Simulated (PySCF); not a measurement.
# O2GeSiH4 in PySCF: notebook

Runs on O2GeSiH4. Level: PBE0. Tasks: G0W0 quasiparticle levels, excitation energies (Tamm-Dancoff).

Everything below comes from runs of PySCF 2.14.0. Logs are shortened: lines on timing, memory, paths and dates and some standing lists are left out, and cuts for length are marked.

## 1. Starting point

The cell holds a molecule in a box, 8 atoms: a = 13.000 Å, b = 14.000 Å, c = 12.000 Å, α = 90.00°, β = 90.00°, γ = 90.00°.

## 2. G0W0 quasiparticle levels, PBE0

Input file run.py:

```python
import json
import numpy as np
from pyscf.pbc import gto, scf, dft, df
from pyscf.pbc.tools import pyscf_ase
from ase.io import read

atoms = read('SiGeH4O2.xyz')
cell = pyscf_ase.cell_from_ase(atoms)
cell.basis = 'pob-tzvp-rev2'
cell.exp_to_discard = 0
cell.precision = 1e-08
cell.max_memory = 2520  # MB
cell.verbose = 4
cell.build()

res = {}
kpts = cell.make_kpts([1, 1, 1])
mf = dft.KRKS(cell, kpts, xc='pbe0', exxdiv='ewald')
mf = mf.density_fit()
mf.with_df._cderi = 'cderi.h5'  # three-centre integrals saved by an earlier run on this cell, basis and mesh
mf.conv_tol = 1e-08
mf.max_cycle = 60

mf.kernel()
res.update(converged=bool(mf.converged), e_tot=mf.e_tot, nelec=cell.nelectron, nao=cell.nao, mesh=list(map(int, cell.mesh)), a=cell.lattice_vectors().tolist(), coords=cell.atom_coords().tolist(),
           mo_energy=[np.real(x).tolist() for x in mf.mo_energy], mo_occ=[np.real(x).tolist() for x in mf.mo_occ])
import h5py
print('fit functions by k pair:', sorted({v['0'].shape[0] for v in h5py.File(mf.with_df._cderi)['j3c'].values()}))
res.update(kpts=cell.get_scaled_kpts(kpts).tolist())
res['parts'] = {k: float(np.real(v)) for k, v in mf.scf_summary.items() if np.isscalar(v)}
json.dump(res, open('results.json', 'w'))
if not mf.converged:
    raise SystemExit('SCF not converged')

print('levels (eV)')
for i, kp in enumerate(res['kpts'][:40]):
    print('k %7.4f %7.4f %7.4f  ' % tuple(kp), ' '.join('%.3f' % (x * 27.211386) for x in res['mo_energy'][i][:38]))

# Mulliken populations
dm, s = np.asarray(mf.make_rdm1()), np.asarray(mf.get_ovlp())
sites = cell.aoslice_by_atom()[:, 2:]
tot = np.einsum('kij,kji->i', dm, s).real / len(kpts)
res['mulliken'] = [cell.atom_charge(i) - tot[a0:a1].sum() for i, (a0, a1) in enumerate(sites)]
print('Mulliken charges', np.round(res['mulliken'], 5))

from pyscf.pbc.gw.krgw_ac import KRGWAC
gw = KRGWAC(mf, frozen=16)
gw.fc = True
orbs = list(range(30, 36))
gw.kernel(orbs=orbs)
res['orbs'] = orbs
res['qp'] = np.asarray(gw.mo_energy).real.tolist()
res['done'] = True
json.dump(res, open('results.json', 'w'))
```

Input file SiGeH4O2.xyz:

```xyz
8
Lattice="13.0000000000 0.0000000000 0.0000000000 0.0000000000 14.0000000000 0.0000000000 0.0000000000 0.0000000000 12.0000000000" Properties=species:S:1:pos:R:3 pbc="T T T"
O      8.1341500500      9.3450000000      5.9646999600
Ge     8.3479500000      7.7423000200      5.2338000000
O      6.8083499900      7.0399000000      5.8461999600
Si     6.0089499600      5.6105999600      5.7585999600
H      7.3112500500      9.4170000400      6.4617999600
H      4.6780500000      5.8216999400      5.1327000000
H      6.7726500400      4.6249999600      4.9425000000
H      5.8232500300      5.0589000000      7.1255000400
```

Potentials or basis: pob-tzvp-rev2 (all-electron).

On the command line:

```console
OMP_NUM_THREADS=2 python -u run.py > log
```

What it wrote:

```text
Discarded 0 diffused primitive functions, 0 contracted functions

PySCF version 2.14.0

[INPUT] verbose = 4
[INPUT] num. atoms = 8
[INPUT] num. electrons = 66
[INPUT] charge = 0
[INPUT] spin (= nelec alpha-beta = 2S) = 0
[INPUT] symmetry False subgroup None
[INPUT] Mole.unit = angstrom
[INPUT] Symbol           X                Y                Z      unit          X                Y                Z       unit  Magmom
[INPUT]  1 O      8.134150050000   9.345000000000   5.964699960000 AA   15.371315850617  17.659490634061  11.271649339604 Bohr   0.0
[INPUT]  2 Ge     8.347950000000   7.742300020000   5.233800000000 AA   15.775339201563  14.630826612015   9.890448590749 Bohr   0.0
[INPUT]  3 O      6.808349990000   7.039900000000   5.846199960000 AA   12.865916841285  13.303482944326  11.047716793843 Bohr   0.0
[INPUT]  4 Si     6.008949960000   5.610599960000   5.758599960000 AA   11.355269720616  10.602497318896  10.882176785331 Bohr   0.0
[INPUT]  5 H      7.311250050000   9.417000040000   6.461799960000 AA   13.816260222713  17.795550990618  12.211032196125 Bohr   0.0
[INPUT]  6 H      4.678050000000   5.821699940000   5.132700000000 AA    8.840233297022  11.001418465997   9.699397279555 Bohr   0.0
[INPUT]  7 H      6.772650040000   4.624999960000   4.942500000000 AA   12.798453713125   8.739983250524   9.339971370663 Bohr   0.0
[INPUT]  8 H      5.823250030000   5.058900000000   7.125500040000 AA   11.004347711565   9.559935491562  13.465243576177 Bohr   0.0

nuclear repulsion = 94.2504006837978
number of shells = 57
number of NR pGTOs = 234
number of NR cGTOs = 123
basis = pob-tzvp-rev2
ecp = {}
lattice vectors  a1 [24.566439619, 0.000000000, 0.000000000]
                 a2 [0.000000000, 26.456165744, 0.000000000]
                 a3 [0.000000000, 0.000000000, 22.676713495]
dimension = 3
low_dim_ft_type = None
Cell volume = 14738.4
exp_to_discard = 0
rcut = 20.78705388038694 (nimgs = [1 1 1])
precision = 1e-08
pseudo = None
ke_cutoff = 24564849.16395972
    = [54813 59029 50597] mesh (163709456126469 PWs)

******** <class 'pyscf.pbc.dft.krks.KRKS'> ********
method = KRKS
initial guess = minao
damping factor = 0
level_shift factor = 0
DIIS = <class 'pyscf.scf.diis.CDIIS'>
diis_start_cycle = 1
diis_space = 8
diis_damp = 0
SCF conv_tol = 1e-08
SCF conv_tol_grad = None
SCF max_cycles = 60
direct_scf = True
direct_scf_tol = 1e-13

******** PBC SCF flags ********
N kpts = 1
Exchange divergence treatment (exxdiv) = ewald
    madelung (= occupied orbital energy shift) = 0.11502128564089273
    Total energy shift due to Ewald probe charge = -1/2 * Nelec*madelung = -3.79570242615
DF object = <pyscf.pbc.df.df.GDF object>
XC functionals = pbe0
small_rho_cutoff = 0
radial grids:
    Treutler-Ahlrichs [JCP 102, 346 (1995); DOI:10.1063/1.469408] (M4) radial grids

becke partition: Becke, JCP 88, 2547 (1988); DOI:10.1063/1.454033
pruning grids: <function nwchem_prune>
grids dens level: 3
symmetrized grids: False
atomic radii adjust function: <function treutler_atomic_radii_adjust>
Set gradient conv threshold to 0.0001

******** <class 'pyscf.pbc.df.rsdf_builder._RSNucBuilder'> ********
mesh = [49 53 45] (116865 PWs)
ke_cutoff = 18.57868094385515
omega = 0.5413047523121697
exclude_d_aux = False
exclude_dd_block = True
j2c_eig_always = False
has_long_range = True
tot grids = 107216
cell vol = 14738.3625  sum(weights) = 14768.2185
nelec by numeric integration = 66.00001580587971
init E= -2519.73986909692
  HOMO = -0.255921726007  LUMO = -0.0436407566282  gap/eV = 5.77646
nelec by numeric integration = 66.00001646552295
cycle= 1 E= -2518.66719038435  delta_E= 1.07  |g|= 1.33  |ddm|=  2.8
  HOMO = -0.133146134538  LUMO = -0.0108182956589  gap/eV = 3.32871
nelec by numeric integration = 66.00001919794535
cycle= 2 E= -2517.91359023112  delta_E= 0.754  |g|= 2.44  |ddm|= 1.92
  HOMO = -0.25763911072  LUMO = -0.0282793870492  gap/eV = 6.24120
nelec by numeric integration = 66.00001707740918
cycle= 3 E= -2518.90587879521  delta_E= -0.992  |g|= 0.207  |ddm|= 1.41
  HOMO = -0.255573321251  LUMO = -0.0273956936709  gap/eV = 6.20903
nelec by numeric integration = 66.00001741331667
cycle= 4 E= -2518.91311194205  delta_E= -0.00723  |g|= 0.0951  |ddm|= 0.187
  HOMO = -0.259680018319  LUMO = -0.029131405209  gap/eV = 6.27355
nelec by numeric integration = 66.00001734411197
cycle= 5 E= -2518.91392396445  delta_E= -0.000812  |g|= 0.0153  |ddm|= 0.0396
  HOMO = -0.25834232289  LUMO = -0.0275480708552  gap/eV = 6.28023
nelec by numeric integration = 66.00001735166343
cycle= 6 E= -2518.91396142849  delta_E= -3.75e-05  |g|= 0.00243  |ddm|= 0.0117
  HOMO = -0.258389362714  LUMO = -0.0276197877623  gap/eV = 6.27956
nelec by numeric integration = 66.00001734996522
cycle= 7 E= -2518.91396244852  delta_E= -1.02e-06  |g|= 0.0012  |ddm|= 0.00247
  HOMO = -0.258422376828  LUMO = -0.0276200252694  gap/eV = 6.28045
nelec by numeric integration = 66.0000173506049
cycle= 8 E= -2518.91396269012  delta_E= -2.42e-07  |g|= 0.000512  |ddm|= 0.000992
  HOMO = -0.258414981849  LUMO = -0.0276117700654  gap/eV = 6.28048
nelec by numeric integration = 66.00001735007723
cycle= 9 E= -2518.91396273704  delta_E= -4.69e-08  |g|= 7.61e-05  |ddm|= 0.000319
  HOMO = -0.258414452483  LUMO = -0.0276134372822  gap/eV = 6.28042
nelec by numeric integration = 66.00001735013747
cycle= 10 E= -2518.91396273824  delta_E= -1.21e-09  |g|= 1.32e-05  |ddm|= 6.49e-05
  HOMO = -0.258414130155  LUMO = -0.0276139732135  gap/eV = 6.28039
nelec by numeric integration = 66.00001735016379
Extra cycle  E= -2518.91396273821  delta_E= 2.82e-11  |g|= 1.96e-05  |ddm|= 2.37e-05
converged SCF energy = -2518.91396273821
fit functions by k pair: [851]
levels (eV)
k  0.0000  0.0000  0.0000   -10859.065 -1802.073 -1357.290 -1207.119 -1207.066 -1207.030 -522.086 -522.072 -170.559 -145.087 -120.472 -120.344 -120.218 -99.730 -99.676 -99.673 -33.355 -33.307 -33.250 -33.142 -33.037 -27.265 -26.434 -15.487 -14.008 -12.374 -10.659 -10.485 -9.457 -9.015 -8.745 -8.167 -7.032 -0.751 1.532 2.570 3.247 3.405
Mulliken charges [-0.78148  0.96043 -0.84414  0.72261  0.32997 -0.12561 -0.13632 -0.12546]

******** <class 'pyscf.pbc.gw.krgw_ac.KRGWAC'> ********
method = KRGWAC
GW nocc = 17, nvir = 90, nkpts = 1
frozen orbitals = 16
orbital list = [30, 31, 32, 33, 34, 35]
off-diagonal self-energy = False
GW density matrix = False
density-fitting for exchange = False
outcore for self-energy= False
finite size corrections = True
grids for finite size corrections = False
broadening parameter = 5.000e-03
number of grids = 100
analytic continuation method = pade
imaginary frequency cutoff = 5.0
Pade points = 18
Pade step ratio = 0.667
use perturbative linearized QP eqn = False
QPE max iter = 100
QPE tolerance = 1.0e-06

WARN: GW QP energies may not be sorted from min to max
```

Run time: 2.1 min. Hardware: 2 threads of Intel Xeon at 2.70GHz, shared host; peak memory 2.1 GiB.

What came out:

* Free energy: -68543.1408 eV
* Gap between the frontier levels, mean-field level: 6.28 eV
* Mulliken charges: O -0.78, -0.84; Ge +0.96; Si +0.72; H +0.33, -0.13, -0.14 e
* Quasiparticle gap: 10.49 eV

Caveat: the basis is small and the box finite, so much correlation energy is missing and levels can be off by tenths of an eV; Mulliken charges move with the basis; this is a molecule in a periodic box at the Γ point, so its band gap is the HOMO-LUMO gap; total energy, band gap and charges are those of the mean-field reference; relativity is left out, which matters for the heavier elements; the basis of atomic orbitals isn't converged, which shifts pressures, moduli and gaps.

## 3. Excitation energies (Tamm-Dancoff), PBE0

run.py, as its differences from that of step 2:

```diff
@@ -45,9 +45,9 @@
 
-from pyscf.pbc.gw.krgw_ac import KRGWAC
-gw = KRGWAC(mf, frozen=16)
-gw.fc = True
-orbs = list(range(30, 36))
-gw.kernel(orbs=orbs)
-res['orbs'] = orbs
-res['qp'] = np.asarray(gw.mo_energy).real.tolist()
+from pyscf.pbc import tdscf
+td = tdscf.KTDA(mf)
+td.nstates = 5
+td.kshift_lst = [0]
+td.conv_tol = 1e-5
+td.kernel()
+res.update(excitations=np.real(td.e[0]).tolist(), post_converged=bool(np.all(td.converged)))
 res['done'] = True
```

SiGeH4O2.xyz is that of step 2.

Potentials or basis: pob-tzvp-rev2 (all-electron).

On the command line:

```console
OMP_NUM_THREADS=2 python -u run.py > log
```

What it wrote:

```text
Discarded 0 diffused primitive functions, 0 contracted functions

PySCF version 2.14.0

[INPUT] verbose = 4
[INPUT] num. atoms = 8
[INPUT] num. electrons = 66
[INPUT] charge = 0
[INPUT] spin (= nelec alpha-beta = 2S) = 0
[INPUT] symmetry False subgroup None
[INPUT] Mole.unit = angstrom
[INPUT] Symbol           X                Y                Z      unit          X                Y                Z       unit  Magmom
[INPUT]  1 O      8.134150050000   9.345000000000   5.964699960000 AA   15.371315850617  17.659490634061  11.271649339604 Bohr   0.0
[INPUT]  2 Ge     8.347950000000   7.742300020000   5.233800000000 AA   15.775339201563  14.630826612015   9.890448590749 Bohr   0.0
[INPUT]  3 O      6.808349990000   7.039900000000   5.846199960000 AA   12.865916841285  13.303482944326  11.047716793843 Bohr   0.0
[INPUT]  4 Si     6.008949960000   5.610599960000   5.758599960000 AA   11.355269720616  10.602497318896  10.882176785331 Bohr   0.0
[INPUT]  5 H      7.311250050000   9.417000040000   6.461799960000 AA   13.816260222713  17.795550990618  12.211032196125 Bohr   0.0
[INPUT]  6 H      4.678050000000   5.821699940000   5.132700000000 AA    8.840233297022  11.001418465997   9.699397279555 Bohr   0.0
[INPUT]  7 H      6.772650040000   4.624999960000   4.942500000000 AA   12.798453713125   8.739983250524   9.339971370663 Bohr   0.0
[INPUT]  8 H      5.823250030000   5.058900000000   7.125500040000 AA   11.004347711565   9.559935491562  13.465243576177 Bohr   0.0

nuclear repulsion = 94.2504006837978
number of shells = 57
number of NR pGTOs = 234
number of NR cGTOs = 123
basis = pob-tzvp-rev2
ecp = {}
lattice vectors  a1 [24.566439619, 0.000000000, 0.000000000]
                 a2 [0.000000000, 26.456165744, 0.000000000]
                 a3 [0.000000000, 0.000000000, 22.676713495]
dimension = 3
low_dim_ft_type = None
Cell volume = 14738.4
exp_to_discard = 0
rcut = 20.78705388038694 (nimgs = [1 1 1])
precision = 1e-08
pseudo = None
ke_cutoff = 24564849.16395972
    = [54813 59029 50597] mesh (163709456126469 PWs)

******** <class 'pyscf.pbc.dft.krks.KRKS'> ********
method = KRKS
initial guess = minao
damping factor = 0
level_shift factor = 0
DIIS = <class 'pyscf.scf.diis.CDIIS'>
diis_start_cycle = 1
diis_space = 8
diis_damp = 0
SCF conv_tol = 1e-08
SCF conv_tol_grad = None
SCF max_cycles = 60
direct_scf = True
direct_scf_tol = 1e-13

******** PBC SCF flags ********
N kpts = 1
Exchange divergence treatment (exxdiv) = ewald
    madelung (= occupied orbital energy shift) = 0.11502128564089273
    Total energy shift due to Ewald probe charge = -1/2 * Nelec*madelung = -3.79570242615
DF object = <pyscf.pbc.df.df.GDF object>
XC functionals = pbe0
small_rho_cutoff = 0
radial grids:
    Treutler-Ahlrichs [JCP 102, 346 (1995); DOI:10.1063/1.469408] (M4) radial grids

becke partition: Becke, JCP 88, 2547 (1988); DOI:10.1063/1.454033
pruning grids: <function nwchem_prune>
grids dens level: 3
symmetrized grids: False
atomic radii adjust function: <function treutler_atomic_radii_adjust>
Set gradient conv threshold to 0.0001

******** <class 'pyscf.pbc.df.rsdf_builder._RSNucBuilder'> ********
mesh = [49 53 45] (116865 PWs)
ke_cutoff = 18.57868094385515
omega = 0.5413047523121697
exclude_d_aux = False
exclude_dd_block = True
j2c_eig_always = False
has_long_range = True
tot grids = 107216
cell vol = 14738.3625  sum(weights) = 14768.2185
nelec by numeric integration = 66.00001580587971
init E= -2519.73986909692
  HOMO = -0.255921726007  LUMO = -0.0436407566282  gap/eV = 5.77646
nelec by numeric integration = 66.00001646552295
cycle= 1 E= -2518.66719038435  delta_E= 1.07  |g|= 1.33  |ddm|=  2.8
  HOMO = -0.133146134538  LUMO = -0.0108182956589  gap/eV = 3.32871
nelec by numeric integration = 66.00001919794533
cycle= 2 E= -2517.91359023112  delta_E= 0.754  |g|= 2.44  |ddm|= 1.92
  HOMO = -0.25763911072  LUMO = -0.0282793870492  gap/eV = 6.24120
nelec by numeric integration = 66.0000170774092
cycle= 3 E= -2518.90587879521  delta_E= -0.992  |g|= 0.207  |ddm|= 1.41
  HOMO = -0.25557332125  LUMO = -0.0273956936709  gap/eV = 6.20903
nelec by numeric integration = 66.00001741331667
cycle= 4 E= -2518.91311194205  delta_E= -0.00723  |g|= 0.0951  |ddm|= 0.187
  HOMO = -0.259680018319  LUMO = -0.029131405209  gap/eV = 6.27355
nelec by numeric integration = 66.00001734411198
cycle= 5 E= -2518.91392396445  delta_E= -0.000812  |g|= 0.0153  |ddm|= 0.0396
  HOMO = -0.25834232289  LUMO = -0.0275480708552  gap/eV = 6.28023
nelec by numeric integration = 66.00001735166343
cycle= 6 E= -2518.91396142849  delta_E= -3.75e-05  |g|= 0.00243  |ddm|= 0.0117
  HOMO = -0.258389362714  LUMO = -0.0276197877623  gap/eV = 6.27956
nelec by numeric integration = 66.00001734996522
cycle= 7 E= -2518.91396244852  delta_E= -1.02e-06  |g|= 0.0012  |ddm|= 0.00247
  HOMO = -0.258422376828  LUMO = -0.0276200252694  gap/eV = 6.28045
nelec by numeric integration = 66.0000173506049
cycle= 8 E= -2518.91396269012  delta_E= -2.42e-07  |g|= 0.000512  |ddm|= 0.000992
  HOMO = -0.258414981849  LUMO = -0.0276117700654  gap/eV = 6.28048
nelec by numeric integration = 66.00001735007723
cycle= 9 E= -2518.91396273704  delta_E= -4.69e-08  |g|= 7.61e-05  |ddm|= 0.000319
  HOMO = -0.258414452483  LUMO = -0.0276134372822  gap/eV = 6.28042
nelec by numeric integration = 66.00001735013748
cycle= 10 E= -2518.91396273824  delta_E= -1.21e-09  |g|= 1.32e-05  |ddm|= 6.49e-05
  HOMO = -0.258414130155  LUMO = -0.0276139732135  gap/eV = 6.28039
nelec by numeric integration = 66.00001735016379
Extra cycle  E= -2518.91396273821  delta_E= 2.86e-11  |g|= 1.96e-05  |ddm|= 2.37e-05
converged SCF energy = -2518.91396273821
fit functions by k pair: [851]
levels (eV)
k  0.0000  0.0000  0.0000   -10859.065 -1802.073 -1357.290 -1207.119 -1207.066 -1207.030 -522.086 -522.072 -170.559 -145.087 -120.472 -120.344 -120.218 -99.730 -99.676 -99.673 -33.355 -33.307 -33.250 -33.142 -33.037 -27.265 -26.434 -15.487 -14.008 -12.374 -10.659 -10.485 -9.457 -9.015 -8.745 -8.167 -7.032 -0.751 1.532 2.570 3.247 3.405
Mulliken charges [-0.78148  0.96043 -0.84414  0.72261  0.32997 -0.12561 -0.13632 -0.12546]

******** <class 'pyscf.pbc.tdscf.krks.TDA'> for <class 'pyscf.pbc.dft.krks.KRKS'> ********
nstates = 5 singlet
deg_eia_thresh = 1.000e-03
kshift_lst = [0]
wfnsym = None
conv_tol = 1e-05
eigh lindep = 1e-12
eigh level_shift = 0
eigh max_cycle = 100

nelec by numeric integration = 66.00001735016379

******** <class 'pyscf.pbc.df.rsdf_builder._RSNucBuilder'> ********
mesh = [49 53 45] (116865 PWs)
ke_cutoff = 18.57868094385515
omega = 0.5413047523121697
exclude_d_aux = False
exclude_dd_block = True
j2c_eig_always = False
has_long_range = True
kshift = 0  Excited State energies (eV)
[5.25183472 6.39387559 6.79673675 7.23496492 7.28070151]
```

Wall time 3.2 min (2 threads of Intel Xeon at 2.70GHz, shared host); peak memory 1.9 GiB.

What came out:

| Quantity | Value |
| --- | --- |
| Free energy | -68543.1408 eV |
| Gap between the frontier levels | 6.28 eV |
| Mulliken charges | O -0.78, -0.84; Ge +0.96; Si +0.72; H +0.33, -0.13, -0.14 e |

Lowest excitation energies (eV): 5.25, 6.39, 6.80, 7.24, 7.28

Caveat: the basis is small and the box finite, so much correlation energy is missing and levels can be off by tenths of an eV; Mulliken charges move with the basis; the iterative solver can pass over a root and still report convergence; this is a molecule in a periodic box at the Γ point, so its band gap is the HOMO-LUMO gap; total energy, band gap and charges are those of the mean-field reference; relativity is left out, which matters for the heavier elements; the basis of atomic orbitals isn't converged, which shifts pressures, moduli and gaps.
